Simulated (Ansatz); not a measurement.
**FGaGeH₄: up Jacob's ladder to CCSD(T)**

One table from this session's results is given with a row withheld; the runs are named, their logs left out.

The runs use Ansatz 0.2.0, Gaussian basis; functionals in def2-TZVPP, the program's frozen cores in correlated methods.

Levels to be run: LDA (SPW92), PBE-D4, revPBE-D4, BLYP-D4, r2SCAN-D4, B97M-V, PBE0-D4, B3LYP-D4, r2SCANh-D4, r2SCAN0-D4, HSE06-D4, BHLYP-D4, CAM-B3LYP-D4, LC-ωPBE, ωB97X-V, ωB97M-V, B2PLYP, PBE-QIDH; CCSD(T)/def2-SVP; MP2/def2-TZVPP; CCSD(T)/def2-QZVPP; RPA on PBE.

1 further run of the same task is left out (it didn't finish).

## The geometry

An earlier PBE0-D4 in a triple-zeta def2 set relaxation fixed the geometry.

SMILES `[F][GaH][GeH3]`, 7 atoms, charge 0, spin multiplicity 1.

Atoms are counted from 1 here; the program's logs count them from 0.

Bond lengths: F1–Ga2 1.765 Å, Ga2–Ge3 2.436 Å, Ga2–H4 1.565 Å, Ge3–H5 1.538 Å, Ge3–H6 1.536 Å, Ge3–H7 1.538 Å. Angles: F1–Ga2–Ge3 113.1°, F1–Ga2–H4 112.7°, Ge3–Ga2–H4 134.3°, Ga2–Ge3–H5 109.5°, Ga2–Ge3–H6 110.5°, Ga2–Ge3–H7 111.4°, H5–Ge3–H6 108.4°, H5–Ge3–H7 108.2°, H6–Ge3–H7 108.8°.

Set-up of the first run:

in.yaml

```yaml
crystal:
  periodic: [false, false, false]
  atoms:
    - {symbol: F, position_ang: [-2.170388, -1.352024, 0.316259]}
    - {symbol: Ga, position_ang: [-0.425950, -1.300478, 0.055612]}
    - {symbol: Ge, position_ang: [0.456704, 0.967106, -0.051450]}
    - {symbol: H, position_ang: [0.207898, -2.726020, -0.066522]}
    - {symbol: H, position_ang: [0.052133, 1.614339, -1.386642]}
    - {symbol: H, position_ang: [-0.112010, 1.820096, 1.092387]}
    - {symbol: H, position_ang: [1.991614, 0.976971, 0.040366]}
basis:
  gaussian: {orbitals: def2-TZVPP}
hamiltonian: {xc: lda}
output: {orbitals: {seedname: orbitals}}
```

Started as:

```bash
ansatz run in.yaml --threads 2 --pin off --events-out ev --progress --plain --max-ram 22528MiB --backend cpu
```

Among the steps run: LDA; PBE-D4 (GGA); revPBE-D4 (GGA); BLYP-D4 (GGA); r2SCAN-D4 (meta-GGA); B97M-V (meta-GGA); B3LYP-D4 (hybrid); r2SCANh-D4 (hybrid); r2SCAN0-D4 (hybrid); HSE06-D4 (hybrid); BHLYP-D4 (hybrid); CAM-B3LYP-D4 (range-separated); LC-ωPBE (range-separated); ωB97X-V (range-separated); ωB97M-V (range-separated); B2PLYP (double hybrid); PBE-QIDH (double hybrid).

One of the session's tables, all rows but one given; the rest of the session is left out.

It belongs to the step «Frontier levels by functional». 

| functional | HOMO (eV) | LUMO (eV) | gap (eV) |
| --- | --- | --- | --- |
| LDA (SPW92) | -6.96 | -2.88 | 4.08 |
| PBE-D4 | -6.83 | -2.64 | 4.19 |
| revPBE-D4 | -6.78 | -2.53 | 4.25 |
| BLYP-D4 | -6.72 | -2.59 | 4.13 |
| r2SCAN-D4 | -7.14 | -2.45 | 4.69 |
| B97M-V | -7.22 | -2.65 | 4.57 |
| PBE0-D4 | -7.99 | -1.89 | 6.11 |
| B3LYP-D4 | -7.80 | -2.15 | 5.65 |
| r2SCANh-D4 | ? | ? | ? |
| r2SCAN0-D4 | -8.19 | -1.78 | 6.41 |
| HSE06-D4 | -7.60 | -2.26 | 5.35 |
| BHLYP-D4 | -9.02 | -1.17 | 7.86 |
| CAM-B3LYP-D4 | -9.25 | -0.98 | 8.28 |
| LC-ωPBE | -10.53 | 0.21 | 10.74 |
| ωB97X-V | -10.21 | 0.05 | 10.26 |
| ωB97M-V | -10.03 | -0.16 | 9.87 |

Q: Estimate the row for r2SCANh-D4 from the others.

Worked estimate for «HOMO (eV)». Against the share of exact exchange, r2SCAN-D4 (0, -7.14), r2SCAN0-D4 (0.25, -8.19) give a slope of -4.20 per unit share; at 0.1 the line stands at -7.56.

The run gave: HOMO (eV): -7.56; LUMO (eV): -2.18; gap (eV): 5.38. In «HOMO (eV)» the line misses by 0.00.
